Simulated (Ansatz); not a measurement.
# triplet Si4H10: levels of theory compared

We compute a comparison of 6 runs (UHF/STO-3G, UHF/6-31G*, UBHLYP/6-31G*, RPA@PBE/6-31G*, UBCCD(T)/6-31G*, UCCSD(T)/6-31G*) of triplet Si4H10. 

The calculation is run with Ansatz 0.2.0.

37 further runs of the same task are left out: 3 that didn't finish, 34 set aside as unsound or not needed.

### 1 The structure to begin with

The species is Si4H10 (14 atoms), meant as a triplet with charge 0. As SMILES of the parent species, `[SiH3][SiH]([SiH3])[SiH3]`. The coordinates come from a PBE0-D4/def2-TZVP relaxation. That shape belongs to the parent species and isn't relaxed for this state.

Bond lengths: Si1–Si2 2.337 Å, Si2–Si3 2.337 Å, Si2–Si4 2.337 Å, Si1–H5 1.488 Å, Si1–H6 1.488 Å, Si1–H7 1.488 Å, Si2–H8 1.492 Å, Si3–H9 1.488 Å, Si3–H10 1.488 Å, Si3–H11 1.488 Å, Si4–H12 1.488 Å, Si4–H13 1.488 Å, Si4–H14 1.488 Å. Some angles: Si1–Si2–Si3 109.6°, Si1–Si2–Si4 109.6°, Si3–Si2–Si4 109.6°, Si1–Si2–H8 109.3°, Si3–Si2–H8 109.3°, Si4–Si2–H8 109.3°, Si2–Si1–H5 110.8°, Si2–Si1–H6 110.8°, Si2–Si1–H7 109.2°, Si2–Si3–H9 109.2°.

### 2 The energy at UHF/STO-3G (run 1)

Input file job.yaml:

```yaml
crystal:
  periodic: [false, false, false]
  atoms:
    - {symbol: Si, position_ang: [-1.586600, 0.449770, -1.468220]}
    - {symbol: Si, position_ang: [-0.437700, -0.033320, 0.509060]}
    - {symbol: Si, position_ang: [1.124000, 1.651140, 0.941090]}
    - {symbol: Si, position_ang: [0.660040, -2.085920, 0.297480]}
    - {symbol: H, position_ang: [-2.588800, -0.607930, -1.768740]}
    - {symbol: H, position_ang: [-2.287510, 1.758070, -1.365710]}
    - {symbol: H, position_ang: [-0.615640, 0.517850, -2.593590]}
    - {symbol: H, position_ang: [-1.409520, -0.107160, 1.639330]}
    - {symbol: H, position_ang: [2.091010, 1.722300, -0.187470]}
    - {symbol: H, position_ang: [1.875310, 1.366450, 2.193260]}
    - {symbol: H, position_ang: [0.452630, 2.971990, 1.075490]}
    - {symbol: H, position_ang: [1.404530, -2.417500, 1.542160]}
    - {symbol: H, position_ang: [1.628750, -2.008150, -0.829180]}
    - {symbol: H, position_ang: [-0.310500, -3.177580, 0.015050]}
basis:
  gaussian: {orbitals: STO-3G}
magnetization: {spin_polarized: true, initial_magnetization: 2}
hamiltonian: {xc: hf}
accuracy: high
output: {orbitals: {seedname: orbitals}}
```

Command:

```sh
$ ansatz run job.yaml --threads 1 --pin off --max-ram 3480MiB --events-out events.jsonl --progress --plain --runs-dir runs
```

Log:

```text
Warning: RAYON_NUM_THREADS=1 ignored (pool sized by the plan → 1); use --threads N
Functional definition: HF
  name "HF"
  exchange = exact_x
  correlation = 0
955 factors; integrals over basis functions are off by at most 2.4e-9 eV
mean field evaluation 1: about -31234.3048 eV, gradient 1.0e1 eV
mean field evaluation 2: about -31234.3812 eV, gradient 1.0e1 eV
mean field evaluation 4: about -31236.1732 eV, gradient 1.8e0 eV
mean field evaluation 8: about -31236.5629 eV, gradient 1.2e0 eV
mean field evaluation 16: about -31236.8563 eV, gradient 1.8e-8 eV
mean field evaluation 32: about -31236.8563 eV, gradient 1.8e-8 eV
mean field evaluation 64: about -31236.8632 eV, gradient 4.9e-3 eV
mean field -31236.85632944 eV, -1147.9332970054 hartree, gradient 1.7e-8 eV, S^2 2.005035; 3 other end points of the search recorded, 0 dependent functions left out
reference -31236.85632944 eV, -1147.9332970054 hartree; 34, 32 occupied and 12, 14 virtual orbitals, 955 factors
Total energy: -31236.85632944 eV, -1147.9332970054 hartree
```

Wall time 1.9 s (1 thread of Intel Xeon 6975P-C (Granite Rapids), shared host); peak memory 0.17 GiB.

### 3 A single-point energy at UHF/6-31G(d) (spherical functions) (run 2)

Input file input.yaml:

```yaml
crystal:
  periodic: [false, false, false]
  atoms:
    - symbol: Si
      position_ang: [-1.586600, 0.449770, -1.468220]
    - symbol: Si
      position_ang: [-0.437700, -0.033320, 0.509060]
    - symbol: Si
      position_ang: [1.124000, 1.651140, 0.941090]
    - symbol: Si
      position_ang: [0.660040, -2.085920, 0.297480]
    - symbol: H
      position_ang: [-2.588800, -0.607930, -1.768740]
    - symbol: H
      position_ang: [-2.287510, 1.758070, -1.365710]
    - symbol: H
      position_ang: [-0.615640, 0.517850, -2.593590]
    - symbol: H
      position_ang: [-1.409520, -0.107160, 1.639330]
    - symbol: H
      position_ang: [2.091010, 1.722300, -0.187470]
    - symbol: H
      position_ang: [1.875310, 1.366450, 2.193260]
    - symbol: H
      position_ang: [0.452630, 2.971990, 1.075490]
    - symbol: H
      position_ang: [1.404530, -2.417500, 1.542160]
    - symbol: H
      position_ang: [1.628750, -2.008150, -0.829180]
    - symbol: H
      position_ang: [-0.310500, -3.177580, 0.015050]
basis:
  gaussian: {orbitals: 6-31G_st_-spherical.json}
output: {orbitals: {seedname: orbitals}}
accuracy: high
magnetization: {spin_polarized: true, initial_magnetization: 2}
hamiltonian: {xc: hf}
```

The basis set 6-31G* is read from a file made from the Basis Set Exchange's data (not shown).

Command:

```sh
$ ansatz run input.yaml --threads 1 --pin off --max-ram 3480MiB --events-out events.jsonl --progress --plain --runs-dir runs
```

Log:

```text
Warning: RAYON_NUM_THREADS=1 ignored (pool sized by the plan → 1); use --threads N
[... 54 lines left out ...]
Total energy: -31598.36902554 eV, -1161.2186435447 hartree
```

Run time: 83 s. Hardware: 1 thread of Intel Xeon 6975P-C (Granite Rapids), shared host; peak memory 0.63 GiB.

Runs 3 to 4 aren't shown in full; the table further down has their settings and results.

### 4 The energy at UBCCD(T)/6-31G(d) (spherical functions) (run 5)

Input file in.yaml:

```yaml
crystal:
  periodic: [false, false, false]
  atoms:
    - {symbol: Si, position_ang: [-1.586600, 0.449770, -1.468220]}
    - {symbol: Si, position_ang: [-0.437700, -0.033320, 0.509060]}
    - {symbol: Si, position_ang: [1.124000, 1.651140, 0.941090]}
    - {symbol: Si, position_ang: [0.660040, -2.085920, 0.297480]}
    - {symbol: H, position_ang: [-2.588800, -0.607930, -1.768740]}
    - {symbol: H, position_ang: [-2.287510, 1.758070, -1.365710]}
    - {symbol: H, position_ang: [-0.615640, 0.517850, -2.593590]}
    - {symbol: H, position_ang: [-1.409520, -0.107160, 1.639330]}
    - {symbol: H, position_ang: [2.091010, 1.722300, -0.187470]}
    - {symbol: H, position_ang: [1.875310, 1.366450, 2.193260]}
    - {symbol: H, position_ang: [0.452630, 2.971990, 1.075490]}
    - {symbol: H, position_ang: [1.404530, -2.417500, 1.542160]}
    - {symbol: H, position_ang: [1.628750, -2.008150, -0.829180]}
    - {symbol: H, position_ang: [-0.310500, -3.177580, 0.015050]}
basis:
  gaussian: {orbitals: 6-31G_st_-spherical.json}
accuracy: high
correlation: {method: bccd_t, frozen_orbitals: {H: 0, Si: 5}}
scf: {omitted_lower_state_checks: [cluster_reference, increment]}
magnetization: {spin_polarized: true, initial_magnetization: 2}
```

The basis set 6-31G* is read from a file made from the Basis Set Exchange's data (not shown).

Command:

```sh
$ ansatz run in.yaml --threads 1 --pin off --max-ram 3480MiB --events-out events.jsonl --progress --plain --runs-dir runs
```

Log:

```text
Warning: RAYON_NUM_THREADS=1 ignored (pool sized by the plan → 1); use --threads N
[... 24 lines left out ...]
20 core orbitals not correlated: weight in the atoms' cores, before any rotation towards them, 1.000 or more for the frozen orbitals, at most 0.000 for the correlated occupied ones
[... 85 lines left out ...]
Total energy: -31609.61357795 eV, -1161.6318732241 hartree
Checks for a lower state left out: cluster_reference, increment
```

Run time: 2.8 min. Hardware: 1 thread of Intel Xeon 6975P-C (Granite Rapids), shared host; peak memory 1.1 GiB.

### 5 The energy at UCCSD(T)/6-31G(d) (spherical functions) (run 6)

Changes to in.yaml since step 4:

```diff
@@ -19,5 +19,6 @@
   gaussian: {orbitals: 6-31G_st_-spherical.json}
+total_charge: 0
+magnetization: {spin_polarized: true, initial_magnetization: 2}
+correlation: {method: ccsd_t, frozen_orbitals: {H: 0, Si: 5}}
 accuracy: high
-correlation: {method: bccd_t, frozen_orbitals: {H: 0, Si: 5}}
 scf: {omitted_lower_state_checks: [cluster_reference, increment]}
-magnetization: {spin_polarized: true, initial_magnetization: 2}
```

The basis set 6-31G* is read from a file made from the Basis Set Exchange's data (not shown).

Command:

```sh
$ ansatz run in.yaml --threads 1 --pin off --max-ram 3480MiB --events-out events.jsonl --progress --plain --runs-dir runs
```

Log:

```text
Warning: RAYON_NUM_THREADS=1 ignored (pool sized by the plan → 1); use --threads N
[... 24 lines left out ...]
20 core orbitals not correlated: weight in the atoms' cores, before any rotation towards them, 1.000 or more for the frozen orbitals, at most 0.000 for the correlated occupied ones
[... 65 lines left out ...]
Total energy: -31609.60853697 eV, -1161.6316879715 hartree
Checks for a lower state left out: cluster_reference, increment
```

Wall time 2.1 min (1 thread of Intel Xeon 6975P-C (Granite Rapids), shared host); peak memory 0.86 GiB.

### 6 Overview of the runs

```tsv
run	level	frozen core orbitals	energy (Eh)	⟨S²⟩	wall time
1	UHF/STO-3G	–	-1147.933297	2.005	1.9 s
2	UHF/6-31G* (spherical functions)	–	-1161.218644	2.015	83 s
3	UBHLYP/6-31G* (spherical functions)	–	-1163.645448	2.006	35 s
4	RPA@PBE/6-31G* (spherical functions)	20	-1161.858299	2.004	2.9 min
5	UBCCD(T)/6-31G* (spherical functions)	20	-1161.631873	2.015	2.8 min
6	UCCSD(T)/6-31G* (spherical functions)	20	-1161.631688	2.015	2.1 min
```

### 7 Outcome

| quantity | value |
| --- | --- |
| run 6: total energy | -1161.63169 Eh |
| run 6: correlation energy (20 core orbitals frozen) | -413.0 mEh |
| run 6: (T) correction | -13.82 mEh |
| run 6: ⟨S²⟩ of the reference determinant | 2.015 |
| run 6: T1 diagnostic | 0.045 |

What this shows: Below the UHF energy at the same shape and in the same basis (6-31G*): UBCCD(T) -413.2 mEh; UCCSD(T) -413.0 mEh. In run 1 the basis is minimal, so the values are rough. All runs together took 9.8 min, the longest 2.9 min.
